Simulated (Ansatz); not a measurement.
# C₂H₃AlO₂: basis-set convergence

An exercise on one series of results from a longer session: the logs are not shown, and one member is left open.

Computed with Ansatz 0.2.0, Gaussian basis. Level: one geometry, several basis sets.

The runs, in order: PBE0-D4/def2-SVP; ωB97M-V/def2-SVP; PBE0-D4/def2-QZVPP; ωB97M-V/def2-QZVPP; the functionals' def2-TZVPP values are taken from earlier runs.

## The relaxed structure

The geometry comes from an earlier relaxation with PBE0-D4 in a triple-zeta def2 set; it is a stationary point, not always the lowest conformer.

SMILES `O=[C]1[CH2][Al]1[OH]`, 8 atoms, charge 0, spin multiplicity 1.

Atoms are counted from 1 here; the program's logs count them from 0.

Bond lengths: O1–C2 1.189 Å, C2–C3 1.488 Å, C2–Al4 1.976 Å, C3–Al4 1.961 Å, C3–H6 1.110 Å, C3–H7 1.091 Å, Al4–O5 1.685 Å, O5–H8 0.956 Å. Angles: O1–C2–C3 131.5°, O1–C2–Al4 149.2°, C3–C2–Al4 67.3°, C2–C3–Al4 68.3°, C2–C3–H6 106.4°, C2–C3–H7 121.5°, Al4–C3–H6 85.9°, Al4–C3–H7 153.3°, H6–C3–H7 111.8°, C2–Al4–C3 44.4°, C2–Al4–O5 177.5°, C3–Al4–O5 137.3°, Al4–O5–H8 126.5°.

The first run:

Input file in.yaml:

```yaml
crystal:
  periodic: [false, false, false]
  atoms:
    - {symbol: O, position_ang: [1.292745, -1.483863, 1.597236]}
    - {symbol: C, position_ang: [0.647011, -0.665784, 1.024665]}
    - {symbol: C, position_ang: [1.043503, 0.457807, 0.133400]}
    - {symbol: Al, position_ang: [-0.738213, -0.228335, -0.314761]}
    - {symbol: O, position_ang: [-1.926843, 0.072678, -1.470447]}
    - {symbol: H, position_ang: [0.513853, 1.358034, 0.510123]}
    - {symbol: H, position_ang: [2.091537, 0.667733, -0.087514]}
    - {symbol: H, position_ang: [-2.831494, -0.235370, -1.448602]}
basis:
  gaussian: {orbitals: def2-SVP}
hamiltonian: {xc: pbe0, dispersion: d4}
output: {orbitals: {seedname: orbitals}}
```

Run with:

```bash
$ ansatz run in.yaml --threads 2 --pin off --events-out ev --progress --plain --max-ram 4352MiB
```

Among the steps run: PBE0-D4 in def2-SVP; ωB97M-V in def2-SVP; PBE0-D4 in def2-QZVPP; ωB97M-V in def2-QZVPP.

One table of the session follows, with a row left open; its other results are not shown here.

It belongs to the step «Functionals by basis». 

```
functional       basis  HOMO (eV)  LUMO (eV)
   PBE0-D4    def2-SVP      -5.88      -1.34
   PBE0-D4  def2-TZVPP      -6.02      -1.51
   PBE0-D4  def2-QZVPP      -6.07      -1.62
   ωB97M-V    def2-SVP          ?          ?
   ωB97M-V  def2-TZVPP      -8.07       0.18
   ωB97M-V  def2-QZVPP      -8.12      -0.12
```

Estimate the missing values for ωB97M-V, def2-SVP.

As computed: HOMO (eV): -7.89; LUMO (eV): 0.41. In the column «HOMO (eV)» it lies between ωB97M-V, def2-TZVPP (-8.07) and PBE0-D4, def2-QZVPP (-6.07).
